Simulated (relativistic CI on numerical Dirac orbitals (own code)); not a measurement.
**Zr XXIII (Zr²²⁺): levels and lines**

The task is the spectrum of Zr²²⁺: levels, purity of their labels, lifetimes and lines; runs with one setting changed show what the result hangs on.

The numbers are computed with relativistic CI on numerical Dirac orbitals (own code) version 4 (Dirac-Coulomb-Breit CI, KLI orbitals optimised for each configuration, model QED (radiative potential, 1s self-energy scaled to tabulated hydrogen-like ionisation energies)), except any that are marked as measured or tabulated.

### Step 1. The system

| Quantity | Value |
| --- | --- |
| ion | Zr²²⁺ (Zr XXIII) |
| nuclear charge | 40 |
| electrons | 18 |
| isotope | A = 90 |
| first configuration typed | [Ne] 3s2 3p6 |

The outer shells:

first configuration typed
```
[Ne] core
3s [↑↓]
3p [↑↓][↑↓][↑↓]
```

### Step 2. The main run

Settings, as recorded:

```ini
atom Zr  Z=40  charge=22  electrons=18
nucleus A=90  rms_radius_fm=4.2694
hamiltonian dirac-coulomb  breit=on  qed=on  c_scale=1
orbitals kli  potential=per-configuration
slater_scale 1
correlation none
mixing on
configurations
  [Ne] 3s2 3p6
  [Ne] 3s2 3p5 3d
  [Ne] 3s 3p6 3d
  [Ne] 3s2 3p5 4s
  [Ne] 3s2 3p5 4p
  [Ne] 3s2 3p5 4d
  [Ne] 3s 3p6 4s
  [Ne] 3p6 3d 4p
  [Ne] 3p6 3d2
  [Ne] 3p5 3d3
  [Ne] 3p5 3d2 4s
  [Ne] 3p5 3d2 4p
  [Ne] 3p5 3d2 4d
  [Ne] 3p6 3d 4s
  [Ne] 3p5 3d 4s2
  [Ne] 3p5 3d 4s 4p
  [Ne] 3p5 3d 4s 4d
end
```

Started as:

```bash
$ python run_levels.py task.json out
```

task.json lists these runs, among others, and the program works through them in turn.

### Step 3. The first 3 configurations alone

Settings, as recorded:

```ini
atom Zr  Z=40  charge=22  electrons=18
nucleus A=90  rms_radius_fm=4.2694
hamiltonian dirac-coulomb  breit=on  qed=on  c_scale=1
orbitals kli  potential=per-configuration
slater_scale 1
correlation none
mixing on
configurations
  [Ne] 3s2 3p6
  [Ne] 3s2 3p5 3d
  [Ne] 3s 3p6 3d
end
```

### Step 4. The first configuration alone

Changes to the settings of step 3:

```diff
@@ -9,4 +9,2 @@
   [Ne] 3s2 3p6
-  [Ne] 3s2 3p5 3d
-  [Ne] 3s 3p6 3d
 end
```

(Steps that only read results are left out.)

Q: Predict the outcome of this session. Wanted: lowest level; first excitation; lowest level of the other parity; fastest E1 line; ionisation energy.

As calculated:

| run | time | mean size of shift, levels followed (cm⁻¹) | lowest level | ionisation energy (eV) |
| --- | --- | --- | --- | --- |
| main run | 0.71 s | 0 | 3p6 1S0 | 1091.2 |
| the first 3 configurations alone | 0.066 s | 449 | 3p6 1S0 | - |
| the first configuration alone | 0.024 s | - | 3p6 1S0 | - |

The semi-empirical ionisation energy (NIST) is 1092 eV.

| quantity | value |
| --- | --- |
| lowest level | 3p6 1S0 |
| first excitation | 3p5 3d 3P°0, 830409 cm⁻¹ |
| lowest level of the other parity | 3p5 3d 3P°0, 830409 cm⁻¹ |
| levels in the model | 1246 |
| fastest E1 line (by rate) to the lowest level among the lowest 200 of 1246 levels | 2.111 nm, from 3p5 4d 1P°1 |
| ionisation energy | 1091.2 eV |
| ionisation energy, semi-empirical (NIST) | 1092 eV |

In words: 3p6 1S0 comes out lowest; its LS label holds 100 % and its jj label 100 %; over the low levels the means are 78 and 82 %, so they are in intermediate coupling. The ionisation energy agrees with the semi-empirical value within its uncertainty of 3 eV. Of the changes tried, the run «the first 3 configurations alone» moves the low levels most, by 449 cm⁻¹ on average. Lifetimes count radiative decay inside the model alone.
